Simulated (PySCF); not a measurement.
# H6NO3Sm (Sm(OH)3(NH3)-): the cost of one run

Program: PySCF 2.14.0. Level of theory: several levels, as the steps say, no spin–orbit coupling. These are calculated values, not measurements.

1 further run of the same task is left out (for a known fault of the program).

## 1. The starting structure

11 atoms, charge -1, spin multiplicity 1.

Bond lengths: Sm1–O2 2.306 Å, Sm1–O4 2.306 Å, Sm1–O6 2.305 Å, Sm1–N8 2.768 Å, O2–H3 0.960 Å, O4–H5 0.959 Å, O6–H7 0.960 Å, N8–H9 1.017 Å, N8–H10 1.017 Å, N8–H11 1.017 Å. Angles: O2–Sm1–O4 119.6°, O2–Sm1–O6 120.1°, O2–Sm1–N8 93.1°, O4–Sm1–O6 119.3°, O4–Sm1–N8 92.7°, O6–Sm1–N8 93.9°, Sm1–O2–H3 176.0°, Sm1–O4–H5 173.9°, Sm1–O6–H7 174.3°, Sm1–N8–H9 109.6°, Sm1–N8–H10 110.9°, Sm1–N8–H11 110.6°, H9–N8–H10 108.6°, H9–N8–H11 108.5°, H10–N8–H11 108.6°.

As a file:

```xyz
11
H6NO3Sm
Sm    0.2364   -0.2787    0.3220
O     1.3054    1.5126    1.3046
H     1.7748    2.2151    1.7594
O    -1.6103   -1.2045    1.3457
H    -2.3151   -1.6598    1.8110
O     1.2200   -1.3827   -1.4466
H     1.6900   -1.8795   -2.1200
N    -1.3118    1.3416   -1.3022
H    -1.9254    1.9141   -0.7274
H    -0.7275    1.9562   -1.8636
H    -1.8851    0.7793   -1.9264
```

Formal oxidation states: Sm +2. Each metal's 6 4f electrons lie in its core potential, so multiplicities, spins and levels count the valence alone. An earlier session relaxed this geometry at PBE0, Sm lcecp-0-SVP with ECP52, O def2-SVP, H def2-SVP, N def2-SVP (singlet, point group C1).

At PBE0 on the finer grid: E = -312.498168 Eh, frontier levels not given, since the 4f levels lie in the core, Mulliken charge on Sm1 +0.42 e, largest force component 0.012 eV/Å. 

Levels to run: B3LYP; BP86; PBE0, TZVP. Hardware: 2 threads of Arm Neoverse V2, shared host.

## 2. B3LYP

run.py (the lines that set the calculation) reads:

```python
mol = gto.M(atom='''
Sm     0.23645    -0.27874     0.32200
O      1.30535     1.51258     1.30460
H      1.77475     2.21508     1.75936
O     -1.61035    -1.20446     1.34570
H     -2.31506    -1.65984     1.81100
O      1.22003    -1.38271    -1.44665
H      1.68997    -1.87951    -2.12004
N     -1.31183     1.34159    -1.30216
H     -1.92536     1.91412    -0.72742
H     -0.72747     1.95617    -1.86356
H     -1.88509     0.77932    -1.92637''',
    basis={'Sm': 'lcecp-0-SVP', 'O': 'def2-SVP', 'H': 'def2-SVP', 'N': 'def2-SVP'},
    ecp={'Sm': 'lcecp-0-SVP'},
    charge=-1, spin=0)
mf = dft.RKS(mol, xc='B3LYP')
mf.grids.atom_grid = (75, 302)  # f atoms: unpruned, at least (60, 302)
mf = mf.density_fit()  # fitting sets: Sm AutoAux, O def2-universal-JKFIT, H def2-universal-JKFIT, N def2-universal-JKFIT
mf.conv_tol = 1e-08; mf.max_cycle = 55
mf.kernel(dm0)  # dm0: the density of the relaxed state
```

On the command line:

```bash
> OMP_NUM_THREADS=2 python run.py
```

**Question.** How long does this run take on 2 threads of Arm Neoverse V2, shared host?

About 7.4 s.
